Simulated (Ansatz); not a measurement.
# BNH3ClO (SMILES NB(O)Cl) at r2SCAN/def2-SVPD

Aim: the vertical electron affinity of BNH3ClO at r2SCAN/def2-SVPD, from 2 runs. 

The results are computed with Ansatz 0.2.0.

77 further runs of the same task are left out: 77 set aside as unsound or not needed.

## 1. The molecule

The species is BNH3ClO (7 atoms), meant as a singlet with charge 0. As SMILES, `NB(O)Cl`. The shape is that of a PBE0-D4/def2-TZVP optimisation. This is one conformer, not always the lowest.

Bond lengths: N1–B2 1.393 Å, B2–O3 1.360 Å, B2–Cl4 1.788 Å, N1–H5 1.002 Å, N1–H6 1.005 Å, O3–H7 0.959 Å. Angles: N1–B2–O3 120.7°, N1–B2–Cl4 119.3°, O3–B2–Cl4 120.0°, B2–N1–H5 122.9°, B2–N1–H6 121.7°, B2–O3–H7 113.0°, H5–N1–H6 115.4°.

## 2. A single-point energy at r2SCAN/def2-SVPD

Contents of run.yaml:

```yaml
crystal:
  periodic: [false, false, false]
  atoms:
    - {symbol: N, position_ang: [-0.520100, 0.976200, -0.014400]}
    - {symbol: B, position_ang: [0.060900, -0.288100, -0.083300]}
    - {symbol: O, position_ang: [1.097000, -0.622600, 0.732400]}
    - {symbol: Cl, position_ang: [-0.570000, -1.477100, -1.260400]}
    - {symbol: H, position_ang: [-1.284200, 1.257300, -0.599100]}
    - {symbol: H, position_ang: [-0.194300, 1.671700, 0.633400]}
    - {symbol: H, position_ang: [1.410800, -1.517400, 0.591500]}
basis:
  gaussian:
    orbitals: def2-SVPD
magnetization:
  spin_polarized: false
hamiltonian:
  xc: r2scan
accuracy: high
output: {orbitals: {seedname: orbitals}}
```

Run with:

```sh
$ ansatz run run.yaml --threads 1 --pin off --max-ram 3480MiB --events-out events.jsonl --progress --plain --runs-dir runs
```

The log of the run:

```text
Warning: RAYON_NUM_THREADS=1 ignored (pool sized by the plan → 1); use --threads N
Functional definition: r2SCAN
  name "r2SCAN"
  parameter k0 = 0.174
  parameter k1 = 0.065
  parameter a1 = 4.9479
  exchange = r2scan_x(k0 = k0, k1 = k1, a1 = a1)
  correlation = r2scan_c
2284 factors; integrals over basis functions are off by at most 3.6e-9 eV
mean field evaluation 1: about -16770.0633 eV, gradient 7.1e1 eV
mean field evaluation 2: about -16750.7539 eV, gradient 1.2e2 eV
mean field evaluation 4: about -16779.2167 eV, gradient 7.2e0 eV
mean field evaluation 8: about -16779.3215 eV, gradient 2.5e-1 eV
mean field evaluation 16: about -16779.3217 eV, gradient 5.3e-6 eV
mean field -16779.32166067 eV, -616.6286975971 hartree, gradient 2.2e-8 eV, S^2 0.000000; 0 other end points of the search recorded, 0 dependent functions left out
reference -16779.32166168 eV, -616.6286976339 hartree; 20, 20 occupied and 94, 94 virtual orbitals, 2284 factors
Total energy: -16779.32166168 eV, -616.6286976339 hartree
```

Wall time 8.7 s (1 thread of Intel Xeon 6975P-C (Granite Rapids), shared host); peak memory 0.38 GiB.

## 3. The doublet anion

Edit run.yaml of step 2 so:

```diff
@@ -3,3 +3,3 @@
   atoms:
-    - {symbol: N, position_ang: [-0.520100, 0.976200, -0.014400]}
+    - {symbol: "N", position_ang: [-0.520100, 0.976200, -0.014400]}
     - {symbol: B, position_ang: [0.060900, -0.288100, -0.083300]}
@@ -13,6 +13,8 @@
     orbitals: def2-SVPD
+total_charge: -1
 magnetization:
-  spin_polarized: false
+  spin_polarized: true
+  initial_magnetization: 1
 hamiltonian:
-  xc: r2scan
+  xc: {name: r2SCAN}
 accuracy: high
```

Run with:

```sh
$ ansatz run run.yaml --threads 1 --pin off --max-ram 3480MiB --events-out events.jsonl --progress --plain --runs-dir runs
```

The log of the run:

```text
Warning: RAYON_NUM_THREADS=1 ignored (pool sized by the plan → 1); use --threads N
Functional definition: r2SCAN
  name "r2SCAN"
  parameter k0 = 0.174
  parameter k1 = 0.065
  parameter a1 = 4.9479
  exchange = r2scan_x(k0 = k0, k1 = k1, a1 = a1)
  correlation = r2scan_c
2285 factors; integrals over basis functions are off by at most 3.6e-9 eV
mean field evaluation 1: about -16774.6673 eV, gradient 3.0e1 eV
mean field evaluation 2: about -16765.1423 eV, gradient 5.5e1 eV
mean field evaluation 4: about -16778.2665 eV, gradient 2.2e0 eV
mean field evaluation 8: about -16778.2939 eV, gradient 9.3e-2 eV
mean field evaluation 16: about -16778.2939 eV, gradient 1.2e-4 eV
mean field evaluation 32: about -16777.4756 eV, gradient 1.0e0 eV
mean field -16778.29393731 eV, -616.5909294599 hartree, gradient 2.7e-8 eV, S^2 0.750348; 1 other end points of the search recorded, 0 dependent functions left out
reference -16778.29394684 eV, -616.5909298101 hartree; 21, 20 occupied and 93, 94 virtual orbitals, 2285 factors
Total energy: -16778.29394684 eV, -616.5909298101 hartree
```

Run time: 19 s. Hardware: 1 thread of Intel Xeon 6975P-C (Granite Rapids), shared host; peak memory 0.55 GiB.

## 4. What came out

Level: r2SCAN/def2-SVPD.

```
                                         quantity          value
                    singlet BNH3ClO: total energy  -616.62870 Eh
                     singlet BNH3ClO: HOMO energy       -7.07 eV
                     singlet BNH3ClO: LUMO energy        0.12 eV
                   singlet BNH3ClO: HOMO–LUMO gap        7.19 eV
                      doublet anion: total energy  -616.59093 Eh
doublet anion: HOMO energy (highest over α and β)        2.35 eV
 doublet anion: LUMO energy (lowest over α and β)        3.07 eV
                              doublet anion: ⟨S²⟩          0.750
vertical electron affinity (to the doublet anion)      -1.028 eV
```

In words: The anion lies 1.03 eV (24 kcal/mol) above the neutral: the electron isn't bound at this level, and such a value depends on the basis. The HOMO (doublet anion) lies at positive energy, 2.35 eV, as semi-local functionals often give for anions; only total energies tell whether the electron is bound.
